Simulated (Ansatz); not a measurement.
**GeH3O2F (SMILES [OH][GeH]([OH])[F]): BLYP/def2-SVP**

What is the vertical singlet–triplet gap of GeH3O2F at BLYP/def2-SVP? 

Program for the calculation: Ansatz 0.2.0.

72 further runs of the same task are left out: 72 set aside as unsound or not needed.

## (1) Starting point

The species is GeH3O2F (7 atoms), meant as a singlet with charge 0. As SMILES, `[OH][GeH]([OH])[F]`. Geometry: relaxed at PBE0-D4/def2-TZVP. This is one conformer, not always the lowest.

Bond lengths: O1–Ge2 1.758 Å, Ge2–O3 1.748 Å, Ge2–F4 1.736 Å, O1–H5 0.961 Å, Ge2–H6 1.522 Å, O3–H7 0.961 Å. Angles: O1–Ge2–O3 108.4°, O1–Ge2–F4 104.7°, O3–Ge2–F4 110.1°, O1–Ge2–H6 116.0°, O3–Ge2–H6 108.9°, F4–Ge2–H6 108.5°, Ge2–O1–H5 112.4°, Ge2–O3–H7 112.8°.

## (2) The energy at BLYP/def2-SVP

File run.yaml:

```yaml
crystal:
  periodic: [false, false, false]
  atoms:
    - symbol: O
      position_ang: [-0.352900, 1.140300, -0.859300]
    - symbol: Ge
      position_ang: [-0.107500, -0.026800, 0.432400]
    - symbol: O
      position_ang: [1.518200, -0.656000, 0.307600]
    - symbol: F
      position_ang: [-1.260300, -1.284500, 0.113200]
    - symbol: H
      position_ang: [-1.209200, 1.041800, -1.283900]
    - symbol: H
      position_ang: [-0.331400, 0.485800, 1.847500]
    - symbol: H
      position_ang: [1.804400, -0.768700, -0.603100]
basis:
  gaussian:
    orbitals: def2-SVP
magnetization:
  spin_polarized: false
hamiltonian:
  xc: {name: BLYP}
accuracy: high
output: {orbitals: {seedname: orbitals}}
```

On the command line:

```
ansatz run run.yaml --threads 1 --pin off --max-ram 3480MiB --events-out events.jsonl --progress --plain --runs-dir runs
```

Output:

```text
Warning: RAYON_NUM_THREADS=1 ignored (pool sized by the plan → 1); use --threads N
Functional definition: BLYP
  name "BLYP"
  parameter beta = 0.0042
  parameter a = 0.04918
  parameter b = 0.132
  parameter c = 0.2533
  parameter d = 0.349
  exchange = b88_x(beta = beta)
  correlation = lyp_c(a = a, b = b, c = c, d = d)
1869 factors; integrals over basis functions are off by at most 4.4e-9 eV
mean field evaluation 1: about -63355.5342 eV, gradient 8.8e1 eV
mean field evaluation 2: about -63297.0295 eV, gradient 1.9e2 eV
mean field evaluation 4: about -63367.6254 eV, gradient 1.9e1 eV
mean field evaluation 8: about -63368.1847 eV, gradient 4.8e-1 eV
mean field evaluation 16: about -63368.1852 eV, gradient 1.1e-5 eV
mean field -63368.18515205 eV, -2328.7378518393 hartree, gradient 5.0e-8 eV, S^2 0.000000; 0 other end points of the search recorded, 0 dependent functions left out
reference -63368.18520069 eV, -2328.7378536266 hartree; 30, 30 occupied and 59, 59 virtual orbitals, 1869 factors
Total energy: -63368.18520069 eV, -2328.7378536266 hartree
```

Wall time 5.7 s (1 thread of Arm Neoverse V2, shared host); peak memory 0.21 GiB.

## (3) The triplet

File in.yaml:

```yaml
crystal:
  periodic: [false, false, false]
  atoms:
    - symbol: O
      position_ang: [-0.352900, 1.140300, -0.859300]
    - symbol: Ge
      position_ang: [-0.107500, -0.026800, 0.432400]
    - symbol: O
      position_ang: [1.518200, -0.656000, 0.307600]
    - symbol: F
      position_ang: [-1.260300, -1.284500, 0.113200]
    - symbol: H
      position_ang: [-1.209200, 1.041800, -1.283900]
    - symbol: H
      position_ang: [-0.331400, 0.485800, 1.847500]
    - symbol: H
      position_ang: [1.804400, -0.768700, -0.603100]
basis:
  gaussian:
    orbitals: def2-SVP
output: {orbitals: {seedname: orbitals}}
accuracy: high
hamiltonian:
  xc: {name: BLYP}
magnetization:
  spin_polarized: true
  initial_magnetization: 2
```

On the command line:

```
ansatz run in.yaml --threads 1 --pin off --max-ram 3480MiB --events-out events.jsonl --progress --plain --runs-dir runs
```

Output:

```text
Warning: RAYON_NUM_THREADS=1 ignored (pool sized by the plan → 1); use --threads N
Functional definition: BLYP
  name "BLYP"
  parameter beta = 0.0042
  parameter a = 0.04918
  parameter b = 0.132
  parameter c = 0.2533
  parameter d = 0.349
  exchange = b88_x(beta = beta)
  correlation = lyp_c(a = a, b = b, c = c, d = d)
1869 factors; integrals over basis functions are off by at most 4.4e-9 eV
mean field evaluation 1: about -63348.3898 eV, gradient 6.1e1 eV
mean field evaluation 2: about -63250.0241 eV, gradient 1.5e2 eV
mean field evaluation 4: about -63356.5612 eV, gradient 3.5e1 eV
mean field evaluation 8: about -63361.2641 eV, gradient 6.8e0 eV
mean field evaluation 16: about -63361.5275 eV, gradient 1.0e-1 eV
mean field evaluation 32: about -63361.5276 eV, gradient 3.4e-8 eV
mean field evaluation 64: about -63360.5889 eV, gradient 3.1e0 eV
mean field evaluation 96: about -63361.4833 eV, gradient 7.2e-1 eV
mean field -63361.52759649 eV, -2328.4931911850 hartree, gradient 3.4e-8 eV, S^2 2.003750; 8 other end points of the search recorded, 0 dependent functions left out
reference -63361.52764732 eV, -2328.4931930529 hartree; 31, 29 occupied and 58, 60 virtual orbitals, 1869 factors
Total energy: -63361.52764732 eV, -2328.4931930529 hartree
```

It took 23 s on 1 thread of Arm Neoverse V2, shared host; peak memory 0.28 GiB.

## (4) Outcome

At BLYP/def2-SVP:

| quantity | value |
| --- | --- |
| singlet: total energy | -2328.73785 Eh |
| singlet: HOMO energy | -7.19 eV |
| singlet: LUMO energy | -0.53 eV |
| singlet: HOMO–LUMO gap | 6.66 eV |
| triplet: total energy | -2328.49319 Eh |
| triplet: HOMO energy (highest over α and β) | -1.26 eV |
| triplet: ⟨S²⟩ | 2.004 |
| vertical energy of the triplet above the singlet | 6.658 eV |

What this shows: At this shape the triplet lies 6.66 eV (154 kcal/mol) above the singlet.
